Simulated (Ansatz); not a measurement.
Sn₃Te, space group Pm-3m: an equation of state with a fit, run with Ansatz's Python interface.

`eos_sn3te.py`
```python
'''Bulk modulus of Sn3Te from an E(V) curve.'''

from dataclasses import dataclass

import ansatz as az
import numpy as np
from scipy.optimize import curve_fit


@dataclass(frozen=True)
class Options:
    occupations: str = 'Fermi-Dirac'
    width_ev: float = 0.1
    cutoff: int = 500
    mesh: tuple[int, ...] = (5, 5, 5)


opts = Options()

vectors0 = np.array([
    [4.865622, 0.0, 0.0],
    [0.0, 4.865622, 0.0],
    [0.0, 0.0, 4.865622],
])
sites = [
    ('Sn', (0.5, 0.5, 0.0)),
    ('Sn', (0.5, 0.0, 0.5)),
    ('Sn', (0.0, 0.5, 0.5)),
    ('Te', (0.0, 0.0, 0.0)),
]


def make_crystal(cell):
    crystal = az.Crystal(lattice=az.Lattice.of(cell))
    for symbol, position in sites:
        crystal = crystal.atom(symbol, position)
    return crystal

def vinet(v, e0, v0, b0, b1):
    eta = (v / v0) ** (1 / 3)
    return e0 + 2 * b0 * v0 / (b1 - 1) ** 2 * (2 - (5 + 3 * b1 * (eta - 1) - 3 * eta) * np.exp(-1.5 * (b1 - 1) * (eta - 1)))

# scale the volume, keep shape and fractions
volumes, energies, pressures = [], [], []
for scale in np.linspace(0.9, 1.1, 9):
    cell = vectors0 * scale ** (1 / 3)
    model = make_crystal(cell).calculation()
    model = model.occupations(opts.occupations, width=opts.width_ev)
    model = model.basis(opts.cutoff)
    model = model.kpoints(*opts.mesh).stress()
    data = model.run(threads=1).report
    volumes.append(abs(np.linalg.det(cell)) / len(sites))
    energies.append(data['free_energy_ev'] / len(sites))
    pressures.append(np.trace(data['stress_gpa']) / 3)
    print(f'V = {volumes[-1]:8.4f} A^3/atom  F = {energies[-1]:.5f} eV/atom  P = {pressures[-1]:8.3f} GPa')

guess = (min(energies), volumes[int(np.argmin(energies))], 0.5, 4.5)
(e0, v0, b0, b1), _ = curve_fit(vinet, np.array(volumes), np.array(energies), p0=guess, maxfev=20000)
print(f'Vinet fit: V0 = {v0:.4f} A^3/atom, B0 = {160.21766 * b0:.1f} GPa, B1 = {b1:.2f}')
print('largest residual', round(1000 * float(np.abs(vinet(np.array(volumes), e0, v0, b0, b1) - energies).max()), 3), 'meV/atom')
```

Its results, one of them left out:

| V (Å³/atom) | F less the lowest row shown (meV/atom) |
| --- | --- |
| 25.918 | 60.02 |
| 26.638 | 34.75 |
| 27.358 | 16.97 |
| 28.078 | 5.78 |
| 28.798 | ? |
| 29.517 | 0.00 |
| 30.237 | 4.11 |
| 30.957 | 12.13 |
| 31.677 | 23.59 |

What is the missing energy at 28.798 Å³ an atom?

A third-order Birch-Murnaghan fit, E = E0 + (9 V0 B0 / 16) [(t - 1)³ B' + (t - 1)² (6 - 4t)] with t = (V0/V)^(2/3), through the 8 rows shown gives V0 = 29.207 Å³, B0 = 42.5 GPa, B' = 4.24 and E0 = -0.42 meV. At V = 28.798 Å³, t = 1.00946, and the fit interpolates to 0.36 meV. The run gave 0.35 meV, a miss of 0.01 meV.

Caveats:
- The mesh is modest for a metal, so energies can be off by several to tens of meV an atom and pressures by half a GPa or more; differences at equal mesh fare better.
- Pressure is positive in compression.
- No functional is typed, so the default, PBE, holds.
- This cell is a computed structure, which may not be the phase found in nature.
- The whole script took 22 s on 1 thread of Arm Neoverse V2, on a shared host, peak memory 0.5 GiB.
